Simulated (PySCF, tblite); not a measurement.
# GeH2O3Zn, a small gas-phase stand-in for a defect centre (zinc hydroxide): NMR shifts, core binding energies and electronic excitations

Aim: the NMR shifts, core binding energies and electronic excitations of `[OH][Zn][O][Ge][OH]`. It is drawn as: twofold germanium.

Programs: tblite 0.8.0 and PySCF 2.14.0. All values are calculated, for the isolated system unless a continuum is named. Atoms count from 0, parts from 1.

## (1) Starting point

7 atoms, charge 0, multiplicity 1; geometry: distance geometry start.

## (2) Geometry optimisation with GFN2-xTB

The job: settings as JSON, then the geometry in Å.

```
{"job": {"kind": "relax", "xc": "GFN2-xTB", "basis": "xTB"}, "charge": 0, "multiplicity": 1}
O     -3.944656     1.508379     0.540827
Zn    -2.635048     0.572144     0.541803
O     -1.197421    -0.194286     0.705080
Ge     0.259576     0.495572     1.636718
O      1.770731     1.349788     2.304243
H     -4.271598     1.995980     1.279688
H      2.025623     2.241603     2.094484
```

Level: GFN2-xTB geometry optimisation, gas phase.

On the command line:

```sh
> OMP_NUM_THREADS=1 python cluster_run.py task.json out
```

This one command runs all jobs of the session in turn.

The program printed:

```text
step      E/eV     max force
  0    -428.33755    1.609
  1    -428.44424    1.575
  2    -428.90220    1.899
  3    -429.08585    2.441
  4    -429.20671    1.633
  5    -429.35123    0.777
  6    -429.40623    0.932
  7    -429.43777    0.953
  8    -429.48417    0.906
  9    -429.56418    0.909
 10    -429.61978    0.903
 11    -429.64188    0.598
 12    -429.65919    0.357
 13    -429.66616    0.415
 14    -429.67286    0.448
 15    -429.69062    0.515
 16    -429.70736    0.415
 17    -429.71769    0.267
 18    -429.72262    0.292
 19    -429.72898    0.303
 20    -429.73894    0.369
 21    -429.75592    0.527
 22    -429.77247    0.488
 23    -429.78290    0.242
 24    -429.78751    0.263
 25    -429.79237    0.299
 26    -429.80211    0.494
 27    -429.82090    0.961
 28    -429.83642    0.815
 29    -429.83540    1.156
 30    -429.85383    0.444
 31    -429.85954    0.349
 32    -429.86491    0.186
 33    -429.88476    0.457
 34    -429.89443    0.144
 35    -429.89670    0.185
 36    -429.89810    0.071
 37    -429.89849    0.069
 38    -429.89875    0.057
 39    -429.89999    0.132
 40    -429.90158    0.246
 41    -429.90417    0.323
 42    -429.90671    0.281
 43    -429.90907    0.155
 44    -429.90991    0.118
 45    -429.91026    0.070
 46    -429.91058    0.077
 47    -429.91090    0.045
 48    -429.91119    0.022
 49    -429.91127    0.022
 50    -429.91130    0.018
 51    -429.91135    0.026
 52    -429.91145    0.041
 53    -429.91161    0.047
 54    -429.91175    0.033
 55    -429.91181    0.017
 56    -429.91182    0.009
 57    -429.91183    0.013
 58    -429.91186    0.022
 59    -429.91191    0.037
 60    -429.91206    0.064
 61    -429.91241    0.110
 62    -429.91301    0.164
 63    -429.91365    0.119
 64    -429.91386    0.269
 65    -429.91372    0.153
 66    -429.91455    0.016
 67    -429.91475    0.079
 68    -429.91493    0.107
 69    -429.91528    0.103
 70    -429.91569    0.047
 71    -429.91587    0.107
 72    -429.91622    0.059
 73    -429.91643    0.063
 74    -429.91669    0.073
 75    -429.91772    0.073
 76    -429.91841    0.226
 77    -429.91790    0.422
 78    -429.91524    0.446
 79    -429.92090    0.398
 80    -429.91403    0.372
 81    -429.92434    0.083
 82    -429.92584    0.362
 83    -429.92848    0.536
 84    -429.93583    0.927
 85    -429.95881    0.719
 86    -429.98373    1.144
 87    -430.00980    1.054
 88    -430.03261    1.207
 89    -430.05012    1.156
 90    -430.07943    0.993
 91    -430.08339    0.856
 92    -430.11052    0.312
 93    -430.11926    0.315
 94    -430.13246    0.306
 95    -430.14178    0.430
 96    -430.14656    0.215
 97    -430.15033    0.170
 98    -430.15383    0.144
 99    -430.15870    0.155
100    -430.16628    0.202
101    -430.17088    0.270
102    -430.17699    0.225
103    -430.17936    0.181
104    -430.18026    0.165
105    -430.18164    0.094
106    -430.18229    0.088
107    -430.18304    0.100
108    -430.18370    0.084
109    -430.18432    0.103
110    -430.18463    0.079
111    -430.18477    0.103
112    -430.18492    0.067
113    -430.18519    0.081
114    -430.18577    0.172
115    -430.18645    0.071
116    -430.18723    0.182
117    -430.18845    0.118
118    -430.18916    0.250
119    -430.18946    0.184
120    -430.19078    0.205
121    -430.19146    0.137
122    -430.19248    0.097
123    -430.19267    0.265
124    -430.19332    0.155
125    -430.19384    0.031
126    -430.19396    0.035
127    -430.19410    0.036
128    -430.19418    0.018
129    -430.19425    0.029
130    -430.19432    0.042
131    -430.19438    0.039
132    -430.19441    0.033
133    -430.19443    0.022
134    -430.19447    0.015
135    -430.19454    0.025
136    -430.19467    0.056
137    -430.19488    0.086
138    -430.19514    0.070
139    -430.19529    0.013
140    -430.19531    0.015
141    -430.19532    0.002
```

Wall time 1.4 s (1 thread of Arm Neoverse V1, shared host).

Along the way: (the energy doesn't fall at every step)

```tsv
step	energy from step 0 (eV)	largest force (eV/Å)
0	0.0000	1.6092
5	-1.0137	0.7768
10	-1.2822	0.9025
15	-1.3531	0.5153
20	-1.4014	0.3695
25	-1.4548	0.2982
30	-1.5163	0.4445
35	-1.5591	0.1858
40	-1.5640	0.2465
45	-1.5727	0.0704
50	-1.5737	0.0177
55	-1.5743	0.0170
60	-1.5745	0.0640
65	-1.5762	0.1529
70	-1.5781	0.0467
75	-1.5802	0.0728
80	-1.5765	0.3725
85	-1.6213	0.7196
90	-1.7419	0.9926
95	-1.8042	0.4300
100	-1.8287	0.2019
105	-1.8441	0.0935
110	-1.8471	0.0789
115	-1.8489	0.0705
120	-1.8532	0.2045
125	-1.8563	0.0310
130	-1.8568	0.0418
135	-1.8570	0.0247
140	-1.8578	0.0140
141	-1.8578	0.0022
```

Distances of close pairs at the start and the end, largest changes first:

```tsv
bond	before (Å)	after (Å)	change (Å)
Zn1–O4	4.809	2.032	-2.777
O2–Ge3	1.862	1.668	-0.194
Zn1–O2	1.637	1.830	+0.192
Ge3–O4	1.860	1.956	+0.096
O0–Zn1	1.610	1.703	+0.093
O0–H5	0.944	0.955	+0.011
O4–H6	0.951	0.961	+0.010
```

Bonds that formed: Zn1–O4.

## (3) Optimising the geometry at PBE0-D3(BJ)/def2-SVP

The job: settings as JSON, then the geometry in Å.

```
{"job": {"xc": "PBE0", "basis": "def2-SVP", "d3": "d3bj", "grid": 2, "kind": "geom", "shake": 0.01}, "charge": 0, "multiplicity": 1}
O     -1.902908     0.928661    -0.141415
Zn    -0.577010    -0.086234    -0.163506
O      0.263039    -1.670707    -0.486759
Ge     1.897985    -1.401287    -0.021661
O      1.301407     0.405730     0.433152
H     -2.780802     0.652530    -0.447126
H      1.828907     1.137303     0.804466
```

The program printed:

```text
step   0  E = -4081.92098027  max force = 0.062957
step   1  E = -4081.92882732  max force = 0.025428
step   2  E = -4081.93077250  max force = 0.010924
step   3  E = -4081.93128635  max force = 0.001986
step   4  E = -4081.93131383  max force = 0.001033
step   5  E = -4081.93133652  max force = 0.001491
step   6  E = -4081.93135425  max force = 0.001246
step   7  E = -4081.93136404  max force = 0.000720
step   8  E = -4081.93136985  max force = 0.000666
step   9  E = -4081.93137181  max force = 0.000465
step  10  E = -4081.93137242  max force = 0.000324
optimisation converged
```

Run time: 79 s. Hardware: 1 thread of Arm Neoverse V1, shared host; peak memory 0.56 GiB.

The steps of the relaxation:

```tsv
step	energy from step 0 (eV)	largest force component (eV/Å)
0	0.0000	3.2374
1	-0.2135	1.3076
2	-0.2665	0.5617
3	-0.2804	0.1021
4	-0.2812	0.0531
5	-0.2818	0.0767
6	-0.2823	0.0641
7	-0.2826	0.0370
8	-0.2827	0.0342
9	-0.2828	0.0239
10	-0.2828	0.0167
```

Distances of close pairs at the start and the end, largest changes first:

```tsv
bond	before (Å)	after (Å)	change (Å)
O0–Zn1	1.670	1.787	+0.117
Zn1–O4	2.031	2.097	+0.066
Zn1–O2	1.822	1.886	+0.064
Ge3–O4	1.957	1.896	-0.060
O4–H6	0.975	0.964	-0.012
O0–H5	0.970	0.962	-0.008
O2–Ge3	1.721	1.725	+0.004
```

The final coordinates are the input of the step that follows.

```tsv
at the end point	value
point group (found at 0.08 Å tolerance)	Cs
rotational constants (GHz, main isotopes)	8.752, 1.125, 0.997
dipole moment (D)	2.18
```

## (4) NMR shieldings: PBE0/pcSseg-2

The job: settings as JSON, then the geometry in Å.

```
{"job": {"kind": "nmr", "xc": "PBE0", "basis": "pcSseg-2"}, "charge": 0, "multiplicity": 1}
O     -1.981739     1.022412    -0.149900
Zn    -0.621977    -0.136033    -0.189060
O      0.347784    -1.732349    -0.452173
Ge     1.957288    -1.351131     0.037903
O      1.313662     0.390297     0.423582
H     -2.806545     0.642102    -0.466797
H      1.821954     1.130651     0.773564
```

Method: GIAO PBE0/pcSseg-2 NMR shielding, non-relativistic, gas phase.

The program printed:

```text
coarse grid: 35344 points
cycle   1  E = -4082.3263325317  dE = -4.858e-01  |g| = 2.032e+00  |ddm| = 2.279e+00
cycle   2  E = -4080.0165954369  dE =  2.310e+00  |g| = 4.059e+00  |ddm| = 2.565e+00
cycle   3  E = -4082.6965467684  dE = -2.680e+00  |g| = 7.497e-01  |ddm| = 2.200e+00
cycle   4  E = -4082.7897745842  dE = -9.323e-02  |g| = 3.587e-01  |ddm| = 5.132e-01
cycle   5  E = -4082.8082040818  dE = -1.843e-02  |g| = 9.669e-02  |ddm| = 1.851e-01
cycle   6  E = -4082.8092298345  dE = -1.026e-03  |g| = 2.912e-02  |ddm| = 4.383e-02
cycle   7  E = -4082.8093373134  dE = -1.075e-04  |g| = 1.041e-02  |ddm| = 1.787e-02
cycle   8  E = -4082.8093543939  dE = -1.708e-05  |g| = 3.546e-03  |ddm| = 5.349e-03
cycle   9  E = -4082.8093563252  dE = -1.931e-06  |g| = 6.009e-04  |ddm| = 2.026e-03
final grid: 70448 points
cycle  10  E = -4082.8093068515  dE = -4.452e-08  |g| = 9.968e-04  |ddm| = 1.211e-03
cycle  11  E = -4082.8093063648  dE =  4.867e-07  |g| = 1.922e-03  |ddm| = 1.258e-03
cycle  12  E = -4082.8093070223  dE = -6.575e-07  |g| = 1.842e-04  |ddm| = 8.521e-04
cycle  13  E = -4082.8093070280  dE = -5.700e-09  |g| = 5.124e-05  |ddm| = 1.074e-04
cycle  14  E = -4082.8093070285  dE = -4.820e-10  |g| = 1.149e-05  |ddm| = 3.077e-05
converged SCF energy = -4082.8093070285

GIAO shielding tensors (ppm)
atom      isotropic    diamagn.    paramagn.     s11        s22        s33       span
  0 O      344.662     381.247     -36.585    333.007    349.058    351.921     18.914
  1 Zn    1628.297    2524.237    -895.940   1316.014   1327.685   2241.192    925.178
  2 O      -10.459     391.270    -401.729   -342.977     74.808    236.792    579.770
  3 Ge    1120.480    2755.135   -1634.654    377.112   1143.456   1840.873   1463.761
  4 O      146.022     392.089    -246.067     13.083    137.753    287.230    274.147
  5 H       31.563      31.463       0.100     21.663     25.149     47.877     26.214
  6 H       26.259      31.976      -5.717     19.407     20.865     38.505     19.098
```

Wall time 39 s (1 thread of Arm Neoverse V1, shared host); peak memory 1.2 GiB.

The references, computed at this level on geometries of the same kind, shield at (ppm): 1H TMS 31.25, 17O H2O 328.2, 73Ge GeMe4 1337. Their shielding less the atom's gives the shift. The references are single molecules in the gas phase, so shifts against H2O, NH3, PH3, H3PO4 or CFCl3 are not on the usual liquid scales and can be off by tens of ppm.

```tsv
atoms	environment	σ (ppm)	δ (ppm)
H6		26.26	4.99
H5	hydrogen on an oxygen bonded to Zn	31.56	-0.32
O2	oxygen bonded to Ge, Zn	-10.5	338.6
O4		146.0	182.1
O0	oxygen bonded to Zn, H	344.7	-16.5
Zn1		1628	–
Ge3	germanium bonded to 2 O	1120	217
```

The run also stored atomic charges by several schemes (e):

```tsv
atoms	Mulliken	IAO	Hirshfeld	ESP fit
O0	-0.67	-1.08	-0.44	-0.85
Zn1	0.91	1.43	0.54	0.82
O2	-0.72	-0.98	-0.43	-0.53
Ge3	0.66	0.76	0.37	0.28
O4	-0.59	-0.85	-0.32	-0.38
```

Mayer bond orders: O0–Zn1 0.84, Zn1–O2 0.64, O2–Ge3 1.27, Ge3–O4 0.67.

## (5) Core-electron binding energies: SCAN, X2C

Same as in step 4 but for these lines:

```diff
@@ -1,2 +1,2 @@
-{"job": {"kind": "nmr", "xc": "PBE0", "basis": "pcSseg-2"}, "charge": 0, "multiplicity": 1}
+{"job": {"kind": "xps", "holes": 5}, "charge": 0, "multiplicity": 1}
 O     -1.981739     1.022412    -0.149900
```

Level: delta-SCF UKS SCAN, pcX-2 on the ionised atom, pcseg-1 elsewhere, spin-free X2C.

The program printed:

```text
ground state, core basis on atom 0 (O), 141 functions
  cycle   1  E = -4112.84772419  |g| = 1.70e+00
  cycle   2  E = -4108.83393722  |g| = 4.15e+00
  cycle   3  E = -4113.14840685  |g| = 9.53e-01
  cycle   4  E = -4113.32437208  |g| = 3.79e-01
  cycle   5  E = -4113.33542302  |g| = 2.93e-01
  cycle   6  E = -4113.35224006  |g| = 6.15e-02
  cycle   7  E = -4113.35287872  |g| = 3.92e-02
  cycle   8  E = -4113.35318508  |g| = 8.09e-03
  cycle   9  E = -4113.35319279  |g| = 1.30e-03
  cycle  10  E = -4113.35319555  |g| = 3.37e-04
  E(ground) = -4113.67765452 Eh
hole in O 1s of atom 0
  cycle   1  E = -4092.79156975  |g| = 2.22e+00
  cycle   2  E = -4091.10474799  |g| = 2.51e+00
  cycle   3  E = -4093.38994497  |g| = 6.92e-01
  cycle   4  E = -4093.31197363  |g| = 8.48e-01
  cycle   5  E = -4093.57652801  |g| = 2.97e-01
  cycle   6  E = -4093.61367167  |g| = 1.12e-01
  cycle   7  E = -4093.61761252  |g| = 4.29e-02
  cycle   8  E = -4093.61831488  |g| = 1.20e-02
  cycle   9  E = -4093.61837029  |g| = 5.92e-03
  cycle  10  E = -4093.61838271  |g| = 9.00e-04
  cycle  11  E = -4093.61838398  |g| = 2.69e-04
  E(ion) = -4093.94453686 Eh   <S^2> = 0.7630   hole on atom = 1.000   binding energy = 536.965 eV
ground state, core basis on atom 2 (O), 141 functions
  cycle   1  E = -4113.35076006  |g| = 1.25e-01
  cycle   2  E = -4113.33634045  |g| = 2.81e-01
  cycle   3  E = -4113.35143495  |g| = 6.27e-02
  cycle   4  E = -4113.35216260  |g| = 1.92e-02
  cycle   5  E = -4113.35222943  |g| = 5.05e-03
  cycle   6  E = -4113.35223677  |g| = 9.01e-04
  cycle   7  E = -4113.35223546  |g| = 5.43e-04
  cycle   8  E = -4113.35223703  |g| = 1.70e-04
  E(ground) = -4113.67628027 Eh
hole in O 1s of atom 2
  cycle   1  E = -4092.77010831  |g| = 2.24e+00
  cycle   2  E = -4091.17640448  |g| = 2.72e+00
  cycle   3  E = -4093.18828630  |g| = 1.02e+00
  cycle   4  E = -4093.51396377  |g| = 5.70e-01
  cycle   5  E = -4093.62784149  |g| = 1.38e-01
  cycle   6  E = -4093.63287321  |g| = 8.28e-02
  cycle   7  E = -4093.63498589  |g| = 2.31e-02
  cycle   8  E = -4093.63513054  |g| = 1.28e-02
  cycle   9  E = -4093.63519417  |g| = 2.29e-03
  cycle  10  E = -4093.63519815  |g| = 6.34e-04
  cycle  11  E = -4093.63519807  |g| = 1.72e-04
  E(ion) = -4093.96015777 Eh   <S^2> = 0.7670   hole on atom = 1.000   binding energy = 536.503 eV
ground state, core basis on atom 4 (O), 141 functions
  cycle   1  E = -4113.34446308  |g| = 1.71e-01
  cycle   2  E = -4113.31220011  |g| = 4.18e-01
  cycle   3  E = -4113.34806893  |g| = 4.54e-02
  cycle   4  E = -4113.34844845  |g| = 1.86e-02
  cycle   5  E = -4113.34851817  |g| = 3.12e-03
  cycle   6  E = -4113.34851892  |g| = 6.34e-04
  cycle   7  E = -4113.34851555  |g| = 5.29e-04
  cycle   8  E = -4113.34852040  |g| = 6.36e-05
  E(ground) = -4113.67279374 Eh
hole in O 1s of atom 4
  cycle   1  E = -4092.72295982  |g| = 2.23e+00
  cycle   2  E = -4089.66656624  |g| = 2.83e+00
  cycle   3  E = -4092.78674809  |g| = 1.32e+00
  cycle   4  E = -4093.46841267  |g| = 4.77e-01
  cycle   5  E = -4093.44817619  |g| = 5.11e-01
  cycle   6  E = -4093.54809155  |g| = 1.62e-01
  cycle   7  E = -4093.55826107  |g| = 4.58e-02
  cycle   8  E = -4093.55898878  |g| = 1.76e-02
  cycle   9  E = -4093.55908128  |g| = 3.49e-03
  cycle  10  E = -4093.55908939  |g| = 6.25e-04
  cycle  11  E = -4093.55908968  |g| = 2.13e-04
  E(ion) = -4093.88522964 Eh   <S^2> = 0.7637   hole on atom = 1.000   binding energy = 538.447 eV
```

Run time: 13 s. Hardware: 1 thread of Arm Neoverse V1, shared host; peak memory 0.49 GiB.

Binding energies by hole, beside the orbital energy of the ground state; the difference holds orbital relaxation and, for a density functional, its self-interaction error:

```tsv
hole	stands for	environment	ΔSCF (eV)	−ε (eV)	⟨S²⟩
O1s on O0	O0	oxygen bonded to Zn, H	536.97	515.5	0.763
O1s on O2	O2	oxygen bonded to Ge, Zn	536.50	516.0	0.767
O1s on O4	O4		538.45	517.2	0.764
```

## (6) Excited states and response: CAM-B3LYP/def2-SVPD

Same as in step 5 but for these lines:

```diff
@@ -1,2 +1,2 @@
-{"job": {"kind": "xps", "holes": 5}, "charge": 0, "multiplicity": 1}
+{"job": {"kind": "uv", "xc": "CAM-B3LYP", "basis": "def2-SVPD", "nstates": 6, "ntriplets": 2, "ip": true}, "charge": 0, "multiplicity": 1}
 O     -1.981739     1.022412    -0.149900
```

Level: TDDFT CAM-B3LYP/def2-SVPD, vertical, gas phase, core orbitals frozen in the response.

The program printed:

```text
coarse grid: 35344 points
cycle   1  E = -4082.5245505676  dE = -5.021e-01  |g| = 1.405e+00  |ddm| = 3.429e+00
cycle   2  E = -4081.7097588298  dE =  8.148e-01  |g| = 2.464e+00  |ddm| = 3.455e+00
cycle   3  E = -4082.8705044236  dE = -1.161e+00  |g| = 3.231e-01  |ddm| = 2.305e+00
cycle   4  E = -4082.8871188621  dE = -1.661e-02  |g| = 1.411e-01  |ddm| = 3.519e-01
cycle   5  E = -4082.8907204395  dE = -3.602e-03  |g| = 2.570e-02  |ddm| = 1.233e-01
cycle   6  E = -4082.8908178510  dE = -9.741e-05  |g| = 9.177e-03  |ddm| = 2.792e-02
cycle   7  E = -4082.8908333920  dE = -1.554e-05  |g| = 2.783e-03  |ddm| = 1.155e-02
cycle   8  E = -4082.8908350830  dE = -1.691e-06  |g| = 1.043e-03  |ddm| = 4.314e-03
final grid: 70448 points
cycle   9  E = -4082.8908648744  dE = -8.706e-09  |g| = 1.299e-03  |ddm| = 2.624e-03
cycle  10  E = -4082.8908645564  dE =  3.180e-07  |g| = 1.859e-03  |ddm| = 2.139e-03
cycle  11  E = -4082.8908651617  dE = -6.053e-07  |g| = 1.506e-04  |ddm| = 1.246e-03
cycle  12  E = -4082.8908651648  dE = -3.135e-09  |g| = 2.791e-05  |ddm| = 1.558e-04
cycle  13  E = -4082.8908651651  dE = -3.038e-10  |g| = 2.895e-05  |ddm| = 1.033e-04
converged SCF energy = -4082.8908651651

Static polarisability (au): isotropic 61.320, principal 48.711 58.608 76.640

Singlet excitations
state   eV       nm        f      main configurations
  1   5.0475    245.6   0.06852   H->L 0.92
  2   5.6280    220.3   0.00360   H-4->L 0.67, H-2->L 0.28
  3   5.9287    209.1   0.02720   H-1->L+1 0.85
  4   5.9459    208.5   0.02241   H-3->L 0.72, H-1->L 0.19
  5   6.5317    189.8   0.06235   H-1->L 0.40, H->L+1 0.33, H-3->L 0.10
  6   6.6455    186.6   0.12718   H->L+2 0.30, H-1->L 0.26, H->L+1 0.23

Triplet excitations (Tamm-Dancoff, eV): 3.6137 4.8129
Vertical ionisation energy (delta-SCF) = 10.2383 eV
Vertical electron affinity (delta-SCF) = 0.0236 eV
```

Wall time 2.2 min (1 thread of Arm Neoverse V1, shared host); peak memory 0.8 GiB.

Frontier orbitals and where they lie:

```tsv
orbital	eV	atoms
HOMO−3	-10.29	O2 67 %, O4 17 %, Ge3 8 %
HOMO−2	-10.26	O0 54 %, O2 23 %, Ge3 8 %
HOMO−1	-9.42	O0 82 %, H5 7 %, Zn1 6 %
HOMO	-9.27	Ge3 48 %, O2 21 %, O4 14 %
LUMO	-0.86	Ge3 71 %, O2 17 %, O4 11 %
LUMO+1	0.13	Zn1 49 %, O2 12 %, O0 11 %
LUMO+2	0.35	Ge3 32 %, Zn1 23 %, O4 23 %
```

With each of the 6 states as a Gaussian band of 0.4 eV half-width at 1/e, the curve within the window shown has maxima at 246 nm (ε 2,800), 188 nm (ε 7,700) L/(mol cm). Beyond the last state computed it falls off for lack of states. The curve at chosen wavelengths:

(nm, ε (L/mol/cm)): (179, 3803), (183, 6159), (187, 7556), (191, 7354), (195, 6024), (199, 4530), (203, 3469), (207, 2856), (211, 2446), (215, 2067), (219, 1728), (223, 1528), (227, 1548), (231, 1785), (235, 2154), (239, 2520), (243, 2759), (247, 2796), (251, 2625), (255, 2292), (259, 1872), (263, 1438), (267, 1045), (271, 722), (275, 477), (279, 302)

Further results of this job:

```tsv
property	computed
dipole moment (D)	2.79
polarisability (Å³)	9.09
HOMO–LUMO gap (eV)	8.41
−ε(HOMO) (eV)	9.27
```

## (7) What came out

| quantity | value |
| --- | --- |
| point group | Cs |
| rotational constants (main isotopes) | 8.75, 1.13, 1.00 GHz |
| 1H shifts against TMS (PBE0/pcSseg-2) | 4.99, -0.32 ppm |
| 17O shifts against H2O (PBE0/pcSseg-2) | 338.6, 182.1, -16.5 ppm |
| 73Ge shifts against GeMe4 (PBE0/pcSseg-2) | 217 ppm |
| shieldings of Zn (PBE0/pcSseg-2) | Zn1 1628.3 ppm |
| O1s binding energies, SCAN/pcX-2 | O4 538.45, O0 536.97, O2 536.50 eV |
| lowest singlet (CAM-B3LYP/def2-SVPD) | 5.05 eV (246 nm), f = 0.069 |
| brightest single state of those computed | state 6, 6.65 eV, f = 0.127 |
| lowest triplet | 3.61 eV |
| vertical ionisation energy (ΔSCF) | 10.24 eV |
| vertical electron affinity (ΔSCF) | 0.02 eV |

On relaxing, metal atoms bound new neighbours (Zn1–O4). The start of the PBE0/def2-SVP relaxation was shaken at random by about 0.01 Å, so part of the energy gained, and of the first lengths quoted, undoes that. Over 10 steps the energy fell by 0.283 eV; of the close pairs, O0–Zn1 changed most, 1.670 to 1.787 Å (PBE0/def2-SVP). At PBE0/pcSseg-2: Shielding is most anisotropic at Ge3 (span 1464 ppm, paramagnetic term -1635 ppm). At SCAN/pcX-2: The O1s levels kept as sound span 1.94 eV, from O2 (oxygen bonded to Ge, Zn) up to O4. The lowest singlet, at 5.05 eV, is HOMO→LUMO 0.92 and is bright; of the 6 states computed, the strongest absorption comes from state 6 at 6.65 eV (the last computed, so partners may be missing). The lowest triplet lies 1.43 eV below the lowest singlet (triplets in Tamm-Dancoff, singlets in full TDDFT). The orbital energy would give 9.27 eV for ionisation, ΔSCF gives 10.24 eV. Spin-orbit coupling is left out, which matters for shieldings and couplings at and beside the heavy atoms.
